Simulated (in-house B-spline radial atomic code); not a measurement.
# Nd⁴⁵⁺: Hartree-Fock with and without relativity

Aim: what relativity does to the energy, levels and radii of Nd⁴⁵⁺.

The numbers are computed with in-house B-spline radial atomic code version 1 (Hartree-Fock averaged over the configuration, non-relativistic (point nucleus) and Dirac-Coulomb (finite nucleus); spherical all-electron atom at the radial basis limit), except any that are marked as measured or tabulated.

### 1 The atom as given

| Item | Value |
| --- | --- |
| element | neodymium (Z = 60) |
| charge | +45 |
| electrons | 15 |
| configuration | [Ne] 3s2 3p3 |
| nucleus | point (non-relativistic run); Fermi, rms radius 4.912 fm (Dirac runs) |

The outer shells:

[Ne] 3s2 3p3
```
[Ne] core
3s [↑↓]
3p [↑ ][↑ ][↑ ]
```

The boxes draw the filling by Hund's rule, which heavy ions in jj coupling don't follow; these runs average over all states of the configuration.

### 2 Non-relativistic run

Settings of the run:

```ini
Z = 60
electrons = 15.0
configuration = [Ne] 3s2 3p3
hamiltonian = nr
method = hf
spin_polarised = False
```

### 3 Dirac-Coulomb run

Settings of the run:

```ini
Z = 60
electrons = 15.0
configuration = [Ne] 3s2 3p3
hamiltonian = dirac
method = hf
spin_polarised = False
nucleus = fermi
rms_radius = 4.9123
mass_number = 142
atomic_mass = 141.907728824
speed_of_light = 137.035999084
```

### 4 Dirac-Coulomb run in the lowest jj configuration, 1s2 2s2 2p6 3s2 3p-2 3p+1

In configurations, a minus sign after the shell means j = l − 1/2 and a plus sign j = l + 1/2; the count of electrons follows.

Settings: those of step 3 with these lines changed.

```diff
@@ -2,3 +2,3 @@
 electrons = 15.0
-configuration = [Ne] 3s2 3p3
+configuration = 1s2 2s2 2p6 3s2 3p-2 3p+1
 hamiltonian = dirac
```

Q: How much does each shell's level and mean radius change with the Dirac Hamiltonian, and the total energy?

**Answer**, as computed:

Levels and radii; the Dirac values are averaged over j with the occupations as weights.

| shell | ε non-rel. (eV) | ε Dirac (eV) | <r> non-rel. (bohr) | <r> Dirac (bohr) | change of <r> (%) |
| --- | --- | --- | --- | --- | --- |
| 1s | -44475.1 | -46780.5 | 0.02529 | 0.02361 | -6.62 |
| 2s | -9390.14 | -10014.4 | 0.1063 | 0.09891 | -6.93 |
| 2p | -9062.69 | -9280.46 | 0.09036 | 0.08711 | -3.60 |
| 3s | -3743.54 | -3930.00 | 0.2545 | 0.2416 | -5.07 |
| 3p | -3629.84 | -3710.94 | 0.2416 | 0.2350 | -2.74 |

What this shows: The total energy moves by -326.54 hartree, or -4.4 %, between the two Hamiltonians (nuclear size included). The first-order mass-velocity and Darwin terms of the non-relativistic run add up to -291.02 hartree, 89 % of it. The strongest contraction, averaged over j, is that of 2s (-6.93 %). Spin-orbit coupling splits the 3p level by 134.75 eV and the 2p level by 535.71 eV. The lowest jj configuration lies 131.82 eV below the average over the whole configuration. Breit terms add 7.04 hartree and QED terms 5.45 hartree.
